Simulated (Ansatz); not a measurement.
# C2H9FO2Si2: the cost of one run

Program: Ansatz 0.2.0. Level of theory: RHF/6-31G. These are calculated values, not measurements.

### Step 1. The starting structure

Bond lengths (14 of 15 bonds, heavy atoms first): Si1–F2 1.590 Å, Si1–O3 1.680 Å, O3–C4 1.420 Å, Si1–Si8 2.218 Å, Si1–O12 1.679 Å, O12–C13 1.420 Å, C4–H5 1.110 Å, C4–H6 1.110 Å, C4–H7 1.110 Å, Si8–H9 1.460 Å, Si8–H10 1.460 Å, Si8–H11 1.460 Å, C13–H14 1.110 Å, C13–H15 1.110 Å. Angles (14 of 26 angles, heavy atoms first): F2–Si1–O3 109.4°, F2–Si1–Si8 109.5°, F2–Si1–O12 109.5°, O3–Si1–Si8 109.5°, O3–Si1–O12 109.5°, Si8–Si1–O12 109.5°, Si1–O3–C4 125.0°, Si1–O12–C13 125.0°, O3–C4–H5 109.5°, O3–C4–H6 109.5°, O3–C4–H7 109.5°, Si1–Si8–H9 109.5°, Si1–Si8–H10 109.5°, Si1–Si8–H11 109.5°.

As a file:

```xyz
16

Si    0.0000    0.0000    0.0000
F     0.0000    0.0000    1.5900
O     1.5842    0.0000   -0.5594
C     2.3503   -1.1632   -0.8360
H     1.7187   -1.9052   -1.3675
H     3.2179   -0.8926   -1.4733
H     2.7141   -1.6023    0.1163
Si   -1.0456    1.8115   -0.7393
H    -2.4302    1.4780   -1.0607
H    -1.0215    2.8436    0.2931
H    -0.3743    2.3069   -1.9374
O    -0.7913   -1.3709   -0.5594
C    -1.5365   -2.2685    0.2501
H    -1.2251   -2.1576    1.3097
H    -2.6187   -2.0400    0.1571
H    -1.3490   -3.3106   -0.0830
```

### Step 2. Relaxing the start

The input, input.yaml:

```yaml
crystal:
  periodic: [false, false, false]
  atoms:
    - { symbol: Si, position_ang: [0.0, 0.0, 0.0] }
    - { symbol: F, position_ang: [0.0, 0.0, 1.59] }
    - { symbol: O, position_ang: [1.5842, 0.0, -0.5594] }
    - { symbol: C, position_ang: [2.3503, -1.1632, -0.836] }
    - { symbol: H, position_ang: [1.7187, -1.9052, -1.3675] }
    - { symbol: H, position_ang: [3.2179, -0.8926, -1.4733] }
    - { symbol: H, position_ang: [2.7141, -1.6023, 0.1163] }
    - { symbol: Si, position_ang: [-1.0456, 1.8115, -0.7393] }
    - { symbol: H, position_ang: [-2.4302, 1.478, -1.0607] }
    - { symbol: H, position_ang: [-1.0215, 2.8436, 0.2931] }
    - { symbol: H, position_ang: [-0.3743, 2.3069, -1.9374] }
    - { symbol: O, position_ang: [-0.7913, -1.3709, -0.5594] }
    - { symbol: C, position_ang: [-1.5365, -2.2685, 0.2501] }
    - { symbol: H, position_ang: [-1.2251, -2.1576, 1.3097] }
    - { symbol: H, position_ang: [-2.6187, -2.04, 0.1571] }
    - { symbol: H, position_ang: [-1.349, -3.3106, -0.083] }
basis:
  gaussian: { orbitals: "6-31G" }
hamiltonian:
  xc: hf
relax:
  f_tol: 0.02
  max_steps: 40
```

Started as:

```sh
$ ansatz run input.yaml --threads 1 --pin off --max-ram 2048MiB --backend cpu --events-out ev --progress --plain --runs-dir out
```

What time and memory should one allow on 1 thread of Arm Neoverse V2, shared host?

About 89 s, with a peak of 0.21 GiB.
